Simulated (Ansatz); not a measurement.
Born–Oppenheimer molecular dynamics of a periodic cell of 16 atoms, Na (start crystal Na, start structure bcc, volume 1.15 times the crystal's). It starts from a structure without forces on its atoms.

Theory: DFT PBE, scalar-relativistic, plane waves, PAW (Ansatz 0.2.0). Settings: accuracy low, cutoff 420 eV, k mesh 1x1x1, fermi-dirac smearing 0.11 eV, no spin polarisation.

```yaml
ensemble: NVE (velocity Verlet)
time_step: 3 fs
steps_asked: 300
starting_velocities_drawn_for: 2600 K
seed: 795322
```

Frames 30 fs apart, positions in Å, forces in eV/Å.

Velocities at 150.0 fs (Å/ps):

```
Na -2.94 10.26 1.62
Na -0.36 -0.49 -4.24
Na 4.99 2.18 -3.86
Na 4.39 -1.19 7.89
Na 0.22 1.63 8.10
Na 2.88 5.45 5.00
Na 0.72 -1.61 0.23
Na -19.88 -16.89 -16.92
Na 2.25 3.82 4.89
Na -1.02 -0.57 -5.60
Na -0.54 6.40 2.46
Na 5.26 0.18 -17.64
Na -0.39 1.08 5.07
Na 0.87 3.08 8.31
Na -2.13 -2.12 3.48
Na 5.68 -11.19 1.20
```

```xyz
16
Lattice="8.8635 0.0000 0.0000 0.0000 8.8635 0.0000 0.0000 0.0000 8.8635" Properties=species:S:1:pos:R:3:forces:R:3 time_fs=150.0 energy_less_start_eV=2.526 T=1298
Na 0.579 0.501 0.819 -0.14 0.21 -0.16
Na 3.264 -0.564 -1.021 -0.12 0.30 0.14
Na 0.104 3.997 0.650 -0.04 0.15 -0.02
Na -0.482 0.321 5.201 0.00 -0.19 0.21
Na 2.212 1.583 4.132 -0.27 0.34 -0.14
Na 5.052 5.515 -0.014 -0.12 -0.08 0.23
Na 4.973 0.764 4.484 0.35 -0.78 0.42
Na 4.892 1.183 0.787 0.16 -0.03 0.11
Na -1.032 3.208 3.954 0.51 0.22 -0.03
Na 2.183 7.592 2.947 0.09 -0.35 -0.23
Na 2.849 3.089 7.044 -0.08 -0.01 0.06
Na 5.115 3.188 3.199 -0.40 0.90 -0.25
Na 7.238 7.125 2.176 -0.07 -0.05 0.17
Na 6.289 2.933 7.018 0.12 -0.19 0.00
Na 3.239 6.522 5.776 -0.03 -0.52 -0.40
Na 6.707 6.225 6.029 0.05 0.07 -0.08
16
Lattice="8.8635 0.0000 0.0000 0.0000 8.8635 0.0000 0.0000 0.0000 8.8635" Properties=species:S:1:pos:R:3:forces:R:3 time_fs=180.0 energy_less_start_eV=2.542 T=1290
Na 0.468 0.837 0.840 -0.09 -0.01 -0.09
Na 3.189 -0.552 -1.160 -0.85 -0.34 -0.68
Na 0.244 4.099 0.534 -0.07 0.29 0.04
Na -0.357 0.252 5.477 -0.06 -0.15 0.19
Na 2.183 1.686 4.342 0.02 0.16 -0.24
Na 5.114 5.668 0.169 -0.15 0.04 0.00
Na 5.057 0.605 4.553 0.22 -0.21 0.15
Na 4.361 0.716 0.358 0.84 0.77 1.11
Na -0.883 3.355 4.098 0.21 0.07 -0.05
Na 2.171 7.520 2.745 0.09 -0.16 -0.09
Na 2.821 3.277 7.130 -0.01 -0.07 0.10
Na 5.208 3.314 2.625 -0.19 0.15 -0.05
Na 7.217 7.150 2.357 0.01 -0.01 0.12
Na 6.333 2.980 7.266 0.04 -0.32 0.02
Na 3.170 6.361 5.795 0.00 -0.45 -0.48
Na 6.884 5.914 6.050 0.00 0.26 -0.05
16
Lattice="8.8635 0.0000 0.0000 0.0000 8.8635 0.0000 0.0000 0.0000 8.8635" Properties=species:S:1:pos:R:3:forces:R:3 time_fs=210.0 energy_less_start_eV=2.280 T=1424
Na 0.324 1.169 0.830 -0.04 -0.21 0.01
Na 2.828 -0.629 -1.513 -0.62 -0.09 -0.38
Na 0.354 4.311 0.433 -0.13 0.40 0.08
Na -0.252 0.126 5.821 -0.07 -0.06 0.07
Na 2.159 1.849 4.464 0.22 -0.03 -0.27
Na 5.121 5.841 0.345 -0.15 0.32 -0.38
Na 5.221 0.353 4.686 -0.02 0.04 0.05
Na 4.111 0.498 0.301 0.61 0.52 0.79
Na -0.649 3.527 4.220 0.03 -0.10 -0.20
Na 2.192 7.383 2.506 0.02 -0.04 0.01
Na 2.789 3.433 7.256 0.07 -0.26 0.19
Na 5.227 3.506 2.038 -0.02 -0.34 0.38
Na 7.199 7.169 2.584 0.09 -0.02 0.06
Na 6.395 2.912 7.520 0.00 -0.27 -0.02
Na 3.102 6.033 5.635 0.08 -0.26 -0.48
Na 7.058 5.699 6.055 -0.09 0.39 0.11
16
Lattice="8.8635 0.0000 0.0000 0.0000 8.8635 0.0000 0.0000 0.0000 8.8635" Properties=species:S:1:pos:R:3:forces:R:3 time_fs=240.0 energy_less_start_eV=2.269 T=1430
Na 0.167 1.427 0.822 0.06 -0.22 0.10
Na 2.259 -0.755 -2.002 0.56 -0.11 0.39
Na 0.416 4.668 0.362 -0.20 0.31 0.08
Na -0.193 -0.018 6.184 -0.66 0.23 -0.21
Na 2.212 2.003 4.486 0.26 -0.18 -0.23
Na 5.073 6.125 0.387 -0.06 0.33 -0.44
Na 5.382 0.112 4.841 -0.19 0.10 0.08
Na 4.090 0.482 0.537 0.09 0.18 0.05
Na -0.400 3.667 4.269 -0.03 -0.12 -0.26
Na 2.220 7.229 2.271 -0.08 0.01 0.11
Na 2.783 3.494 7.451 0.10 -0.31 0.21
Na 5.233 3.584 1.585 -0.03 -0.33 0.61
Na 7.215 7.180 2.831 0.15 -0.07 -0.06
Na 6.460 2.748 7.757 0.04 -0.11 -0.32
Na 3.062 5.607 5.297 0.13 -0.03 -0.35
Na 7.201 5.627 6.102 -0.15 0.34 0.25
16
Lattice="8.8635 0.0000 0.0000 0.0000 8.8635 0.0000 0.0000 0.0000 8.8635" Properties=species:S:1:pos:R:3:forces:R:3 time_fs=270.0 energy_less_start_eV=2.583 T=1268
Na 0.035 1.604 0.852 0.21 -0.18 0.22
Na 1.891 -0.935 -2.379 1.11 -0.45 0.17
Na 0.403 5.135 0.318 -0.25 0.02 -0.03
Na -0.381 -0.072 6.486 -0.93 0.49 -0.01
Na 2.360 2.084 4.423 0.20 -0.45 -0.15
Na 5.006 6.515 0.267 0.12 -0.12 -0.32
Na 5.470 -0.092 5.026 -0.34 0.12 0.09
Na 4.114 0.546 0.812 -0.06 0.23 -0.02
Na -0.164 3.766 4.223 -0.17 -0.01 -0.19
Na 2.222 7.079 2.079 -0.08 0.11 0.22
Na 2.813 3.444 7.715 0.03 -0.13 -0.01
Na 5.226 3.555 1.358 -0.06 0.16 0.64
Na 7.286 7.167 3.055 0.17 -0.08 -0.18
Na 6.537 2.538 7.873 -0.01 -0.01 -0.56
Na 3.073 5.170 4.835 0.22 0.21 -0.03
Na 7.289 5.674 6.236 -0.16 0.09 0.17
16
Lattice="8.8635 0.0000 0.0000 0.0000 8.8635 0.0000 0.0000 0.0000 8.8635" Properties=species:S:1:pos:R:3:forces:R:3 time_fs=300.0 energy_less_start_eV=2.490 T=1316
Na -0.023 1.713 0.963 0.24 -0.15 0.27
Na 1.888 -1.259 -2.683 0.19 -0.14 0.07
Na 0.296 5.611 0.263 -0.28 -0.21 -0.14
Na -0.860 0.028 6.776 0.36 -0.11 0.07
Na 2.579 1.997 4.302 0.03 -0.65 -0.07
Na 4.981 6.870 0.022 0.17 -0.28 -0.25
Na 5.429 -0.254 5.238 -0.48 0.06 -0.10
Na 4.119 0.690 1.087 -0.10 0.10 0.09
Na 0.008 3.859 4.106 -0.25 0.04 -0.08
Na 2.200 6.973 1.969 0.11 0.23 0.31
Na 2.852 3.345 7.976 -0.12 0.05 -0.22
Na 5.204 3.578 1.364 0.15 0.40 0.45
Na 7.419 7.126 3.213 0.10 -0.01 -0.19
Na 6.601 2.335 7.798 -0.33 0.39 -0.28
Na 3.169 4.814 4.354 0.37 0.45 0.11
Na 7.317 5.755 6.431 -0.17 -0.16 -0.04
16
Lattice="8.8635 0.0000 0.0000 0.0000 8.8635 0.0000 0.0000 0.0000 8.8635" Properties=species:S:1:pos:R:3:forces:R:3 time_fs=330.0 energy_less_start_eV=2.629 T=1244
Na 0.005 1.766 1.169 0.10 -0.14 0.11
Na 1.982 -1.646 -2.958 -0.13 -0.04 0.12
Na 0.092 6.016 0.165 -0.09 -0.17 0.04
Na -1.230 0.084 7.089 0.90 -0.69 -0.02
Na 2.808 1.684 4.159 -0.24 -0.30 0.14
Na 5.012 7.125 -0.307 -0.06 -0.21 0.09
Na 5.217 -0.395 5.412 -0.29 -0.03 -0.32
Na 4.091 0.868 1.390 0.06 -0.15 -0.03
Na 0.094 3.962 3.957 -0.11 -0.01 0.05
Na 2.215 6.948 1.969 0.18 0.21 0.22
Na 2.851 3.262 8.160 -0.16 0.16 -0.26
Na 5.240 3.741 1.534 0.42 0.32 0.05
Na 7.587 7.083 3.304 -0.06 0.12 -0.11
Na 6.544 2.289 7.619 -0.53 0.95 0.06
Na 3.394 4.615 3.913 0.20 0.30 0.23
Na 7.281 5.777 6.606 -0.18 -0.32 -0.36
16
Lattice="8.8635 0.0000 0.0000 0.0000 8.8635 0.0000 0.0000 0.0000 8.8635" Properties=species:S:1:pos:R:3:forces:R:3 time_fs=360.0 energy_less_start_eV=2.853 T=1129
Na 0.071 1.767 1.418 -0.02 -0.17 -0.06
Na 2.030 -2.054 -3.190 -0.25 -0.08 0.20
Na -0.142 6.356 0.088 0.23 -0.23 0.35
Na -1.290 -0.066 7.395 0.52 0.11 -0.13
Na 2.942 1.265 4.077 -0.63 0.25 0.52
Na 5.017 7.294 -0.597 -0.36 -0.27 0.58
Na 4.907 -0.544 5.470 0.26 0.00 -0.37
Na 4.093 1.000 1.667 0.40 -0.12 -0.55
Na 0.137 4.062 3.825 0.02 -0.06 0.13
Na 2.291 6.999 2.047 0.09 0.09 0.00
Na 2.791 3.236 8.252 -0.12 0.20 -0.14
Na 5.436 4.019 1.713 0.74 0.08 -0.55
Na 7.732 7.085 3.352 -0.19 0.21 -0.03
Na 6.308 2.553 7.445 -0.21 0.25 -0.03
Na 3.680 4.529 3.572 -0.35 0.09 0.64
Na 7.179 5.680 6.647 -0.12 -0.35 -0.56
16
Lattice="8.8635 0.0000 0.0000 0.0000 8.8635 0.0000 0.0000 0.0000 8.8635" Properties=species:S:1:pos:R:3:forces:R:3 time_fs=390.0 energy_less_start_eV=2.910 T=1100
Na 0.135 1.703 1.649 -0.02 -0.20 -0.11
Na 1.987 -2.489 -3.344 -0.22 0.00 0.35
Na -0.296 6.593 0.138 0.36 -0.70 0.43
Na -1.157 -0.183 7.640 0.00 0.77 -0.51
Na 2.845 0.929 4.168 -0.80 0.51 0.32
Na 4.900 7.364 -0.686 -0.27 -0.27 0.57
Na 4.686 -0.701 5.396 0.62 -0.14 -0.25
Na 4.234 1.093 1.759 0.44 0.07 -0.46
Na 0.182 4.139 3.739 0.03 -0.10 0.09
Na 2.401 7.084 2.128 0.01 -0.04 -0.13
Na 2.687 3.282 8.291 -0.10 0.19 -0.02
Na 5.895 4.338 1.708 0.52 0.08 -0.49
Na 7.808 7.164 3.387 -0.20 0.24 0.06
Na 5.983 2.916 7.267 -0.13 -0.49 0.05
Na 3.853 4.475 3.451 -0.36 -0.13 0.47
Na 7.037 5.474 6.489 0.12 0.20 -0.37
16
Lattice="8.8635 0.0000 0.0000 0.0000 8.8635 0.0000 0.0000 0.0000 8.8635" Properties=species:S:1:pos:R:3:forces:R:3 time_fs=420.0 energy_less_start_eV=2.282 T=1423
Na 0.192 1.568 1.840 -0.02 -0.16 -0.15
Na 1.867 -2.918 -3.367 -0.01 0.26 0.47
Na -0.321 6.593 0.333 0.40 -0.39 0.00
Na -1.007 -0.040 7.707 -0.13 0.49 -0.45
Na 2.463 0.773 4.383 -0.44 0.40 0.14
Na 4.685 7.333 -0.572 -0.03 -0.20 0.19
Na 4.682 -0.904 5.224 0.44 -0.12 -0.19
Na 4.530 1.205 1.690 0.19 0.05 -0.03
Na 0.238 4.176 3.684 -0.04 -0.18 -0.07
Na 2.517 7.158 2.168 -0.04 -0.07 -0.07
Na 2.541 3.398 8.322 -0.16 0.14 0.08
Na 6.534 4.677 1.528 -0.28 -0.20 -0.07
Na 7.812 7.334 3.445 -0.07 0.22 0.13
Na 5.602 3.114 7.108 -0.20 -0.59 0.13
Na 3.905 4.380 3.500 0.09 -0.15 0.04
Na 6.939 5.333 6.188 0.28 0.48 -0.15
16
Lattice="8.8635 0.0000 0.0000 0.0000 8.8635 0.0000 0.0000 0.0000 8.8635" Properties=species:S:1:pos:R:3:forces:R:3 time_fs=450.0 energy_less_start_eV=2.313 T=1408
Na 0.242 1.377 1.970 -0.04 -0.03 -0.29
Na 1.744 -3.251 -3.220 0.17 0.41 0.39
Na -0.172 6.473 0.521 0.94 0.69 -0.59
Na -0.902 0.285 7.611 -0.10 0.05 -0.17
Na 1.921 0.764 4.660 0.05 0.11 0.23
Na 4.456 7.227 -0.385 0.14 -0.11 -0.19
Na 4.831 -1.147 4.986 -0.10 0.09 -0.04
Na 4.904 1.335 1.595 0.08 -0.02 0.02
Na 0.282 4.150 3.606 -0.02 -0.18 -0.17
Na 2.617 7.208 2.188 -0.13 -0.03 0.18
Na 2.334 3.566 8.383 -0.21 0.05 0.22
Na 7.063 4.925 1.320 -1.13 -0.91 0.27
Na 7.793 7.584 3.546 0.12 0.09 0.02
Na 5.156 3.103 6.992 0.00 -0.24 0.02
Na 3.977 4.230 3.576 0.13 -0.05 -0.06
Na 6.935 5.352 5.834 0.14 0.09 0.16
16
Lattice="8.8635 0.0000 0.0000 0.0000 8.8635 0.0000 0.0000 0.0000 8.8635" Properties=species:S:1:pos:R:3:forces:R:3 time_fs=480.0 energy_less_start_eV=2.250 T=1440
Na 0.283 1.176 1.989 0.10 0.13 -0.41
Na 1.677 -3.438 -2.934 0.16 0.35 0.00
Na 0.285 6.562 0.517 0.32 0.51 -0.39
Na -0.839 0.641 7.446 -0.22 -0.04 0.05
Na 1.389 0.805 5.019 0.36 0.08 0.13
Na 4.276 7.078 -0.263 0.20 -0.07 -0.35
Na 4.948 -1.360 4.731 -0.42 0.22 0.10
Na 5.308 1.456 1.506 0.02 -0.10 -0.02
Na 0.322 4.061 3.470 0.12 -0.05 -0.07
Na 2.670 7.247 2.275 -0.10 0.04 0.43
Na 2.052 3.749 8.528 -0.10 -0.15 0.37
Na 7.211 4.875 1.190 -0.76 -0.48 0.02
Na 7.813 7.864 3.652 0.14 -0.15 -0.12
Na 4.706 2.994 6.886 0.13 -0.06 -0.01
Na 4.091 4.062 3.631 -0.03 0.04 -0.10
Na 6.987 5.408 5.536 0.07 -0.25 0.37
```

Of the whole run (900 fs, mean temperature of the second half 1164 K): The conserved energy stayed within 0.19 meV per atom of its start (net change 0.057 meV per atom), so the integration is sound. The temperature averaged 0.45 of the 2600 K drawn at the start: a run that starts near a minimum puts about half its kinetic energy into the potential. A run of 0.9 ps of so small a system gives no equilibrium averages. Limits of this set-up: coarse k mesh, low accuracy level.

Run time: 7.5 min on 1 thread of Intel(R) Xeon(R) 6975P-C (Granite Rapids), with other jobs on the host, peak memory 0.7 GiB.
